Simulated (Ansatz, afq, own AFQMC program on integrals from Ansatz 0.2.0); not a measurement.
# H2Br (doublet): quantum Monte Carlo beside coupled cluster at distance Br1–H2 along a hydrogen transfer = 1.577 Å, cc-pVTZ

Aim: compute H2Br (doublet) with auxiliary-field quantum Monte Carlo on the same integrals as coupled cluster, and set the energies side by side.

Computed with Ansatz 0.2.0, Gaussian basis, and an in-house AFQMC program (afq) on its integrals; all values are calculated. Level: cc-pVTZ, frozen cores.

To be run: PBE (unrestricted); r2SCAN (unrestricted); PBE0 (unrestricted); CCSD(T) on UHF; B3LYP (unrestricted); wB97M-V (unrestricted); CCSDT(Q) on UHF; B2PLYP (unrestricted); Phaseless AFQMC, CISD trial on UHF.

### 1 What is computed

The geometry derives from fragments relaxed apart (PBE0/def2-TZVP) and kept rigid, so it is no stationary point. A hydrogen atom is moved between rigid fragments. No spin-orbit coupling is included. The filled d shell of Br may be among the frozen orbitals whatever the setting's name suggests; the logs give the count.

3 atoms, charge 0, spin multiplicity 2.

Atoms are counted from 1 here; the program's logs count them from 0.

Bond lengths: Br1–H2 1.577 Å.

### 2 PBE (unrestricted)

Contents of in.yaml:

```yaml
crystal:
  periodic: [false, false, false]
  atoms:
    - {symbol: Br, position_ang: [0.000000, 0.000000, -1.339000]}
    - {symbol: H, position_ang: [0.000000, 0.000000, 0.238000]}
    - {symbol: H, position_ang: [0.000000, 0.000000, 1.101000]}
basis:
  gaussian: {orbitals: cc-pVTZ}
magnetization: {spin_polarized: true, initial_magnetization: 1}
hamiltonian: {xc: {name: PBE}}
output: {orbitals: {seedname: orbitals}}
```

The run is started by

```console
ansatz run in.yaml --threads 1 --pin off --events-out ev --progress --plain --max-ram 8192MiB --backend cpu
```

Standard output:

```text
Functional definition: PBE
  name "PBE"
  cite "Perdew, Burke & Ernzerhof, Phys. Rev. Lett. 77, 3865 (1996) doi:10.1103/PhysRevLett.77.3865"
  parent pbe
  parameter kappa = 0.804
  parameter beta = 0.06672455060314922
  exchange = pbe_x(kappa = kappa, mu = beta*pi^2/3)
  correlation = pbe_c(beta = beta)
494 factors; their error is unknown
mean field evaluation 1: about -70066.8524 eV, gradient 8.5e0 eV
mean field evaluation 2: about -70066.8275 eV, gradient 8.5e0 eV
mean field evaluation 4: about -70067.2987 eV, gradient 5.2e-1 eV
mean field evaluation 8: about -70067.2949 eV, gradient 1.4e-2 eV
mean field evaluation 16: about -70064.7080 eV, gradient 9.7e0 eV
mean field -70067.29485382 eV, -2574.9255925595 hartree, gradient 1.7e-5 eV, S^2 0.754230; 3 other end points of the search recorded, 0 dependent functions left out
reference -70067.29488246 eV, -2574.9255936123 hartree; 19, 18 occupied and 52, 53 virtual orbitals, 494 factors
Total energy: -70067.29488246 eV, -2574.9255936123 hartree
```

Run time: 1.9 s. Hardware: 1 thread of AMD EPYC 7R13 (Zen 3), shared host; peak memory 1.6 GiB.

From the report: ⟨S²⟩ of the determinant 0.754 (pure doublet: 0.75).

### 3 r2SCAN (unrestricted)

Changes to in.yaml since step 2:

```diff
@@ -9,3 +9,2 @@
 magnetization: {spin_polarized: true, initial_magnetization: 1}
-hamiltonian: {xc: {name: PBE}}
-output: {orbitals: {seedname: orbitals}}
+hamiltonian: {xc: {name: r2SCAN}}
```

Same command.

Standard output:

```text
Functional definition: r2SCAN
  name "r2SCAN"
  cite "Furness, Kaplan, Ning, Perdew & Sun, J. Phys. Chem. Lett. 11, 8208 (2020) doi:10.1021/acs.jpclett.0c02405"
  cite "Furness, Kaplan, Ning, Perdew & Sun, J. Phys. Chem. Lett. 11, 9248 (2020) doi:10.1021/acs.jpclett.0c03077"
  parent r2scan
  parameter k0 = 0.174
  parameter k1 = 0.065
  parameter a1 = 4.9479
  exchange = r2scan_x(k0 = k0, k1 = k1, a1 = a1)
  correlation = r2scan_c
494 factors; their error is unknown
mean field evaluation 1: about -70077.1640 eV, gradient 6.7e0 eV
mean field evaluation 2: about -70077.2719 eV, gradient 5.8e0 eV
mean field evaluation 4: about -70077.4890 eV, gradient 4.9e-1 eV
mean field evaluation 8: about -70077.4826 eV, gradient 1.5e-2 eV
mean field -70077.48263672 eV, -2575.2999866757 hartree, gradient 2.2e-5 eV, S^2 0.758463; 0 other end points of the search recorded, 0 dependent functions left out
reference -70077.48264550 eV, -2575.2999869985 hartree; 19, 18 occupied and 52, 53 virtual orbitals, 494 factors
Total energy: -70077.48264550 eV, -2575.2999869985 hartree
```

Run time: 2.3 s. Hardware: 1 thread of AMD EPYC 7R13 (Zen 3), shared host; peak memory 1.6 GiB.

From the report: ⟨S²⟩ of the determinant 0.758 (pure doublet: 0.75).

### 4 PBE0 (unrestricted)

Changes to in.yaml since step 3:

```diff
@@ -9,2 +9,3 @@
 magnetization: {spin_polarized: true, initial_magnetization: 1}
-hamiltonian: {xc: {name: r2SCAN}}
+hamiltonian: {xc: {name: PBE0}}
+output: {orbitals: {seedname: orbitals}}
```

The command is unchanged.

Standard output:

```text
Functional definition: PBE0
  name "PBE0"
  cite "Adamo & Barone, J. Chem. Phys. 110, 6158 (1999) doi:10.1063/1.478522"
  cite "Perdew, Burke & Ernzerhof, Phys. Rev. Lett. 77, 3865 (1996) doi:10.1103/PhysRevLett.77.3865"
  parent pbe
  parameter a = 0.25
  parameter kappa = 0.804
  parameter beta = 0.06672455060314922
  exchange = (1 - a)*pbe_x(kappa = kappa, mu = beta*pi^2/3) + a*exact_x
  correlation = pbe_c(beta = beta)
533 factors; their error is unknown
mean field evaluation 1: about -70069.3211 eV, gradient 4.8e0 eV
mean field evaluation 2: about -70069.4465 eV, gradient 2.4e0 eV
mean field evaluation 4: about -70069.4832 eV, gradient 2.7e-1 eV
mean field evaluation 8: about -70069.7079 eV, gradient 1.7e-1 eV
mean field evaluation 16: about -70069.7079 eV, gradient 4.9e-5 eV
mean field -70069.70791882 eV, -2575.0142710627 hartree, gradient 4.9e-5 eV, S^2 0.758760; 0 other end points of the search recorded, 0 dependent functions left out
reference -70069.70794061 eV, -2575.0142718634 hartree; 19, 18 occupied and 52, 53 virtual orbitals, 533 factors
Total energy: -70069.70794061 eV, -2575.0142718634 hartree
```

It took 1.2 s on 1 thread of AMD EPYC 7R13 (Zen 3), shared host; peak memory 1.6 GiB.

From the report: ⟨S²⟩ of the determinant 0.759 (pure doublet: 0.75).

### 5 CCSD(T) on UHF

Changes to in.yaml since step 4:

```diff
@@ -9,3 +9,2 @@
 magnetization: {spin_polarized: true, initial_magnetization: 1}
-hamiltonian: {xc: {name: PBE0}}
-output: {orbitals: {seedname: orbitals}}
+correlation: {method: ccsd_t, electrons: outside_noble_gas, hamiltonian_folder: ham}
```

The run is started by

```console
ansatz run in.yaml --threads 1 --pin off --events-out ev --progress --plain --max-ram 24576MiB --backend cuda --devices 0, --max-vram 18GiB
```

Standard output (excerpt; [...] marks lines left out):

```text
Functional definition: HF
  name "HF"
  cite "Fock, Z. Phys. 61, 126 (1930) doi:10.1007/BF01340294"
  parent pbe
[...]
425 factors; integrals over basis functions are off by at most 1.3e-3 eV
[...]
mean field -70029.50842772 eV, -2573.5369670130 hartree, gradient 3.3e-6 eV, S^2 0.786897; 1 other end points of the search recorded, 0 dependent functions left out
determinant -70029.50842772 eV, -2573.5369670130 hartree, with singles and doubles -70035.16203771 eV, -2573.7447333480 hartree
determinant -70027.89716550 eV, -2573.4777542187 hartree, with singles and doubles -70033.51391486 eV, -2573.6841659505 hartree
14 core orbitals not correlated: weight in the atoms' cores, before any rotation towards them, 1.000 or more for the frozen orbitals, at most 0.000 for the correlated occupied ones
reference -70029.50842772 eV, -2573.5369670130 hartree; 5, 4 occupied and 52, 53 virtual orbitals, 425 factors
second order -4.93752201 eV of doubles, -0.00000000 eV of singles
cycle   1  -5.60879952 eV  change   -1.9e-1 eV  update   1.2e-2
[...]
cycle   8  -5.61577574 eV  change   -5.5e-7 eV  update   5.4e-6
perturbative correction -0.18279777 eV, -0.0067176941 hartree
Total energy: -70035.30700123 eV, -2573.7500606590 hartree
```

Run time: 6 s. Hardware: 1 × NVIDIA H100 80GB HBM3 with 1 thread of AMD EPYC 7R13 (Zen 3), shared host; peak host memory 1.6 GiB.

From the report: ⟨S²⟩ of the determinant 0.787 (pure doublet: 0.75); correlation -5.7986 eV; T1 0.013; largest double amplitude 0.06.

This run also writes the integrals to the folder ham.

### 6 B3LYP (unrestricted)

Changes to in.yaml since step 5:

```diff
@@ -9,2 +9,2 @@
 magnetization: {spin_polarized: true, initial_magnetization: 1}
-correlation: {method: ccsd_t, electrons: outside_noble_gas, hamiltonian_folder: ham}
+hamiltonian: {xc: {name: B3LYP}}
```

The run is started by

```console
ansatz run in.yaml --threads 1 --pin off --events-out ev --progress --plain --max-ram 8192MiB --backend cpu
```

Standard output:

```text
Functional definition: B3LYP
  name "B3LYP"
  cite "Stephens, Devlin, Chabalowski & Frisch, J. Phys. Chem. 98, 11623 (1994) doi:10.1021/j100096a001"
  cite "Becke, Phys. Rev. A 38, 3098 (1988) doi:10.1103/PhysRevA.38.3098"
  cite "Lee, Yang & Parr, Phys. Rev. B 37, 785 (1988) doi:10.1103/PhysRevB.37.785"
  cite "Vosko, Wilk & Nusair, Can. J. Phys. 58, 1200 (1980) doi:10.1139/p80-159"
  parameter a0 = 0.2
  parameter ax = 0.72
  parameter ac = 0.81
  exchange = (1 - a0 - ax)*slater_x + ax*b88_x + a0*exact_x
  correlation = (1 - ac)*vwn_rpa_c + ac*lyp_c
524 factors; their error is unknown
mean field evaluation 1: about -70078.4907 eV, gradient 5.6e0 eV
mean field evaluation 2: about -70078.6236 eV, gradient 3.3e0 eV
mean field evaluation 4: about -70078.6908 eV, gradient 3.0e-1 eV
mean field evaluation 8: about -70078.8696 eV, gradient 1.9e-2 eV
mean field -70078.86962133 eV, -2575.3509574199 hartree, gradient 1.5e-5 eV, S^2 0.756672; 0 other end points of the search recorded, 0 dependent functions left out
reference -70078.86980687 eV, -2575.3509642385 hartree; 19, 18 occupied and 52, 53 virtual orbitals, 524 factors
Total energy: -70078.86980687 eV, -2575.3509642385 hartree
```

Run time: 1.2 s. Hardware: 1 thread of AMD EPYC 7R13 (Zen 3), shared host; peak memory 1.6 GiB.

From the report: ⟨S²⟩ of the determinant 0.757 (pure doublet: 0.75).

### 7 wB97M-V (unrestricted)

Changes to in.yaml since step 6:

```diff
@@ -9,2 +9,3 @@
 magnetization: {spin_polarized: true, initial_magnetization: 1}
-hamiltonian: {xc: {name: B3LYP}}
+hamiltonian: {xc: {name: wB97M-V}}
+output: {orbitals: {seedname: orbitals}}
```

The command is unchanged.

Standard output (excerpt; [...] marks lines left out):

```text
Functional definition: wB97M-V
  name "wB97M-V"
  cite "Mardirossian & Head-Gordon, J. Chem. Phys. 144, 214110 (2016) doi:10.1063/1.4952647"
  cite "Becke, J. Chem. Phys. 107, 8554 (1997) doi:10.1063/1.475007"
  cite "Vydrov & Van Voorhis, J. Chem. Phys. 133, 244103 (2010) doi:10.1063/1.3521275"
  # Of w^i u^j: cxij and so on, Table III.
[...]
  gx(w, u) = 1 - cx + cx01*u + cx10*w
  gss(w, u) = css00 + css04*u^4 + css10*w + css20*w^2 + css43*w^4*u^3
  gos(w, u) = cos00 + cos10*w + (cos20 + cos21*u)*w^2 + (cos60 + cos61*u)*w^6
[...]
      + integral(e_c_pw_mod_opposite_spin*gos(b97_w_opposite, b97_u_opposite)) + vv10(b, c)
516 factors; their error is unknown
93 factors; integrals over basis functions are off by at most 4.6e-5 eV
[...]
mean field -70073.52647640 eV, -2575.1546004655 hartree, gradient 2.6e-5 eV, S^2 0.757191; 1 other end points of the search recorded, 0 dependent functions left out
reference -70073.52650526 eV, -2575.1546015261 hartree; 19, 18 occupied and 52, 53 virtual orbitals, 516 factors
Total energy: -70073.52650526 eV, -2575.1546015261 hartree
```

Run time: 4.4 s. Hardware: 1 thread of AMD EPYC 7R13 (Zen 3), shared host; peak memory 1.6 GiB.

From the report: ⟨S²⟩ of the determinant 0.757 (pure doublet: 0.75).

### 8 CCSDT(Q) on UHF

Changes to in.yaml since step 7:

```diff
@@ -9,3 +9,2 @@
 magnetization: {spin_polarized: true, initial_magnetization: 1}
-hamiltonian: {xc: {name: wB97M-V}}
-output: {orbitals: {seedname: orbitals}}
+correlation: {method: ccsdt_q, electrons: outside_noble_gas}
```

The run is started by

```console
ansatz run in.yaml --threads 1 --pin off --events-out ev --progress --plain --max-ram 24576MiB --backend cuda --devices 0, --max-vram 18GiB
```

Standard output (excerpt; [...] marks lines left out):

```text
Functional definition: HF
  name "HF"
  cite "Fock, Z. Phys. 61, 126 (1930) doi:10.1007/BF01340294"
  parent pbe
[...]
749 factors; integrals over basis functions are off by at most 1.9e-7 eV
[...]
mean field -70029.50844582 eV, -2573.5369676782 hartree, gradient 3.5e-6 eV, S^2 0.786897; 1 other end points of the search recorded, 0 dependent functions left out
determinant -70029.50844582 eV, -2573.5369676782 hartree, with singles and doubles -70035.16207396 eV, -2573.7447346802 hartree
determinant -70027.89719273 eV, -2573.4777552192 hartree, with singles and doubles -70033.51396340 eV, -2573.6841677341 hartree
14 core orbitals not correlated: weight in the atoms' cores, before any rotation towards them, 1.000 or more for the frozen orbitals, at most 0.000 for the correlated occupied ones
reference -70029.50844582 eV, -2573.5369676782 hartree; 5, 4 occupied and 52, 53 virtual orbitals, 749 factors
second order -4.93754742 eV of doubles, -0.00000000 eV of singles
cycle   1  -5.41863256 eV  change   -4.8e-1 eV  update   6.0e-2
[...]
cycle  14  -5.81658118 eV  change   -5.6e-7 eV  update   3.1e-7
perturbative correction -0.00628442 eV, -0.0002309483 hartree
Total energy: -70035.33131142 eV, -2573.7509540422 hartree
```

Wall time 5.5 s (1 × NVIDIA H100 80GB HBM3 with 1 thread of AMD EPYC 7R13 (Zen 3), shared host); peak host memory 1.6 GiB.

From the report: ⟨S²⟩ of the determinant 0.787 (pure doublet: 0.75); correlation -5.8229 eV; T1 0.013; largest double amplitude 0.07.

### 9 B2PLYP (unrestricted)

Changes to in.yaml since step 8:

```diff
@@ -9,2 +9,3 @@
 magnetization: {spin_polarized: true, initial_magnetization: 1}
-correlation: {method: ccsdt_q, electrons: outside_noble_gas}
+hamiltonian: {xc: {name: B2PLYP}}
+correlation: {electrons: outside_noble_gas}
```

The run is started by

```console
ansatz run in.yaml --threads 1 --pin off --events-out ev --progress --plain --max-ram 8192MiB --backend cpu
```

Standard output (excerpt; [...] marks lines left out):

```text
Functional definition: B2PLYP
  name "B2PLYP"
  cite "Grimme, J. Chem. Phys. 124, 034108 (2006) doi:10.1063/1.2148954"
  cite "Becke, Phys. Rev. A 38, 3098 (1988) doi:10.1103/PhysRevA.38.3098"
  cite "Lee, Yang & Parr, Phys. Rev. B 37, 785 (1988) doi:10.1103/PhysRevB.37.785"
[...]
425 factors; integrals over basis functions are off by at most 1.3e-3 eV
[...]
mean field -70064.73204489 eV, -2574.8314110685 hartree, gradient 3.4e-6 eV, S^2 0.765842; 0 other end points of the search recorded, 0 dependent functions left out
14 core orbitals not correlated: weight in the atoms' cores, before any rotation towards them, 1.000 or more for the frozen orbitals, at most 0.000 for the correlated occupied ones
reference -70064.73216359 eV, -2574.8314154309 hartree; 5, 4 occupied and 52, 53 virtual orbitals, 425 factors
second order -6.02880628 eV of doubles, -0.00000000 eV of singles
Total energy: -70066.35994129 eV, -2574.8912351579 hartree
```

Wall time 1.8 s (1 thread of AMD EPYC 7R13 (Zen 3), shared host); peak memory 1.6 GiB.

From the report: ⟨S²⟩ of the determinant 0.766 (pure doublet: 0.75).

### 10 Phaseless AFQMC, CISD trial on UHF

It reads the integrals that the CCSD(T) run on this determinant wrote.

The run is started by

```console
afq ham --method phaseless --trial cisd --walkers 4000 --populations 20 --least-time 60 --time-step 0.005 --steps-per-block 50 --equilibration-blocks 28 --max-blocks 4000 --target-error 0.00018 --factor-cut 1e-05 --start spin_pure --seed 6990 --release-times 0.24,0.51,0.99,1.62,2.4 --release-step 0.03 --release-every 3 --taylor-order 6
```

Standard output:

```text
orbitals 57  electrons 5 4  factors 364 of 425
reference energy -2573.53696701 Eh
CCSD correlation -0.20637594 Eh in 10 cycles, weight of the determinant in the CISD state 0.9102
energy of the start -2573.742238 Eh
 block  time / (1/Eh)  mean weight  energy / Eh
     1     0.250  1.0000  -2573.741642
     2     0.500  0.9995  -2573.743968
     3     0.750  1.0000  -2573.745815
     4     1.000  1.0000  -2573.747400
     5     1.250  0.9999  -2573.748402
     6     1.500  1.0005  -2573.749051
     7     1.750  1.0001  -2573.749684
     8     2.000  0.9997  -2573.750262
     9     2.250  1.0000  -2573.750579
    10     2.500  1.0001  -2573.750638
    11     2.750  0.9999  -2573.750810
    12     3.000  1.0001  -2573.750949
    13     3.250  1.0002  -2573.751029
    14     3.500  0.9999  -2573.750889
    15     3.750  0.9997  -2573.751023
    16     4.000  0.9999  -2573.750538
    17     4.250  0.9999  -2573.750735
    18     4.500  0.9998  -2573.750721
    19     4.750  0.9999  -2573.751888
    20     5.000  1.0000  -2573.750213
    21     5.250  1.0000  -2573.750518
    22     5.500  1.0003  -2573.750516
    23     5.750  0.9998  -2573.750267
    24     6.000  0.9999  -2573.750835
    25     6.250  1.0000  -2573.750359
    26     6.500  1.0000  -2573.750327
    27     6.750  0.9999  -2573.750397
    28     7.000  1.0001  -2573.750543
    29     7.250  1.0000  -2573.750423
    30     7.500  1.0000  -2573.750663
    31     7.750  1.0000  -2573.750793
    32     8.000  1.0000  -2573.750898
    33     8.250  1.0004  -2573.750690
    34     8.500  1.0001  -2573.750773
    35     8.750  1.0000  -2573.750232
    36     9.000  1.0000  -2573.750757
    37     9.250  0.9999  -2573.750550
    38     9.500  0.9999  -2573.750665
    39     9.750  1.0000  -2573.750863
    40    10.000  0.9999  -2573.751042
    41    10.250  1.0001  -2573.750829
    42    10.500  0.9996  -2573.750576
    43    10.750  1.0000  -2573.750202
    44    11.000  1.0001  -2573.750603
    45    11.250  0.9997  -2573.750533
    46    11.500  0.9997  -2573.750360
    47    11.750  1.0000  -2573.750557
    48    12.000  0.9999  -2573.750674
    49    12.250  1.0004  -2573.750850
    50    12.500  0.9999  -2573.750633
    51    12.750  1.0001  -2573.750609
    52    13.000  0.9999  -2573.750310
    53    13.250  1.0001  -2573.750359
    54    13.500  1.0001  -2573.751351
    55    13.750  1.0002  -2573.750854
    56    14.000  1.0001  -2573.750841
    57    14.250  1.0001  -2573.750614
    58    14.500  0.9996  -2573.750486
    59    14.750  1.0000  -2573.750518
    60    15.000  1.0000  -2573.750889
    61    15.250  0.9999  -2573.750594
    62    15.500  1.0003  -2573.750575
    63    15.750  1.0000  -2573.750808
    64    16.000  1.0000  -2573.750612
    65    16.250  1.0003  -2573.750808
    66    16.500  1.0003  -2573.750649
    67    16.750  1.0003  -2573.750152
    68    17.000  1.0002  -2573.750708
    69    17.250  1.0004  -2573.750888
    70    17.500  0.9998  -2573.750955
    71    17.750  1.0002  -2573.751206
    72    18.000  1.0001  -2573.751479
    73    18.250  1.0000  -2573.751250
    74    18.500  1.0000  -2573.751181
    75    18.750  0.9999  -2573.750888
    76    19.000  0.9998  -2573.750746
    77    19.250  1.0000  -2573.750301
    78    19.500  1.0002  -2573.750364
error from the spread of 20 populations
released: time / (1/Eh)  energy / Eh  error  mean overlap
  0.24  -2573.750895  0.000090  0.9965
  0.51  -2573.750948  0.000070  0.9939
  0.99  -2573.750990  0.000056  0.9890
  1.62  -2573.751058  0.000074  0.9851
  2.40  -2573.751028  0.000081  0.9760
energy -2573.750703 +/- 0.000064 Eh
```

Wall time 83 s (1 × NVIDIA H100 80GB HBM3 with 2 threads of AMD EPYC 7R13 (Zen 3), shared host); peak host memory 1.6 GiB.

Energy -70035.3245 ± 0.0017 eV. Caveats: constraint bias not in the error.

### 11 AFQMC on the ladder

On the UHF determinant, counted from CCSDT(Q) (a yardstick, not exact):

```
                                                level  energy (eV)  from CCSDT(Q) (kJ/mol)  statistical error (kJ/mol)  time
                                                   HF  -70029.5084                  +561.8                                  
                                                  MP2  -70034.4459                   +85.4                                  
                                                 CCSD  -70035.1242                   +20.0                                  
                                              CCSD(T)  -70035.3070                    +2.3                                  
                                             CCSDT(Q)  -70035.3313                     0.0                                  
Phaseless AFQMC, CISD trial, step 0.005, 4000 walkers  -70035.3245                    +0.7                         0.2  83 s
```

The functionals' totals stand on their own zeros and serve differences with other points: PBE -70067.295 eV; r2SCAN -70077.483 eV; PBE0 -70069.708 eV; B3LYP -70078.870 eV; wB97M-V -70073.527 eV; B2PLYP -70066.360 eV.

### 12 Outcome

| quantity | value |
| --- | --- |
| CCSD(T) on UHF from CCSDT(Q) | +2.3 kJ/mol |
| Phaseless AFQMC, CISD trial on UHF from CCSDT(Q) | +0.7 ± 0.2 kJ/mol |

In words: On UHF the phaseless walk with the CISD trial lies +0.7 kJ/mol from CCSDT(Q), 4 times its error bar. Error bars are statistical and leave out the constraint, the time step and what remains of the start.
